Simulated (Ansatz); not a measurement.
# Ta: substituted relatives

The task here is to estimate one member of a computed series from the others.

Program: Ansatz 0.2.0. Level of theory: DFT PBEsol, scalar-relativistic, plane waves, PAW. These are calculated values, not measurements.

1 further run of the same task is left out (set aside as unsound or not needed).

### The system as given

It takes space group Im-3m (No. 229, cubic). The conventional cell has a = 3.280 Å, b = 3.280 Å, c = 3.280 Å, α = 90.00°, β = 90.00°, γ = 90.00°. Around Ta (site symmetry m-3m) lie 8 Ta at 2.84 Å.

Coordinates:

```cif
data_structure
_symmetry_space_group_name_H-M 'P 1'
_symmetry_Int_Tables_number 1
_cell_length_a 2.8410
_cell_length_b 2.8410
_cell_length_c 2.8410
_cell_angle_alpha 109.471
_cell_angle_beta 109.471
_cell_angle_gamma 109.471
_cell_volume 17.65
loop_
_atom_site_label
_atom_site_type_symbol
_atom_site_fract_x
_atom_site_fract_y
_atom_site_fract_z
_atom_site_occupancy
Ta1 Ta 0.00000 0.00000 0.00000 1
```

It goes back to an entry of the Materials Project.

It is the result of an earlier relaxation at this level (volume 17.65 Å³/atom; gap on the mesh: none (metal)).

Set-up of the first run:

The input, input.yaml:

```yaml
crystal:
  lattice:
    - [-1.5997400926, 1.5997400926, 1.5997400926]
    - [1.5997400926, -1.5997400926, 1.5997400926]
    - [1.5997400926, 1.5997400926, -1.5997400926]
  atoms:
    - { symbol: Nb, position: [0.0, 0.0, 0.0] }
basis:
  ecutwfc: 420
kpoints:
  mp_grid: { grid: [8, 8, 8] }
hamiltonian:
  xc: pbesol
scf:
  occupations: { method: gaussian, width: 0.1 }
output:
  forces: true
  stress: true
  eigenvalues: true
```

Command:

```console
$ ansatz run input.yaml --threads 1 --pin off --max-ram 2560MiB --backend cpu --events-out ev --progress --plain --runs-dir out
```

Steps of the session up to this table: A first look at the start (Nb); A loose first relaxation (Nb); Relaxing cell and atoms (Nb); Quick check of gap, pressure and forces (Sb); Rough relaxation on the coarse mesh (Sb); The relaxation (Sb).

One of the session's tables, all rows but one given; the rest of the session is left out.

```
   swap  volume (Å³/atom)  a (Å)  b (Å)  c (Å)
   none             17.65  2.841  2.841  2.841
 Ta → W             15.69  2.732  2.732  2.732
Ta → Hf             21.27  3.023  3.023  3.023
 Ta → V                 ?      ?      ?      ?
Ta → Nb             17.52  2.834  2.834  2.834
Ta → Sb             25.93  3.230  3.230  3.230
```

Q: Estimate the row for Ta → V from the others.

**Answer.** volume (Å³/atom): 12.95; a (Å): 2.562; b (Å): 2.562; c (Å): 2.562. In the column «volume (Å³/atom)» it is the lowest.

Lengths are those of the computed cell. Rows of earlier swaps come from the sessions before.

To keep in mind: Spin-orbit coupling is left out for Sb, Ta.
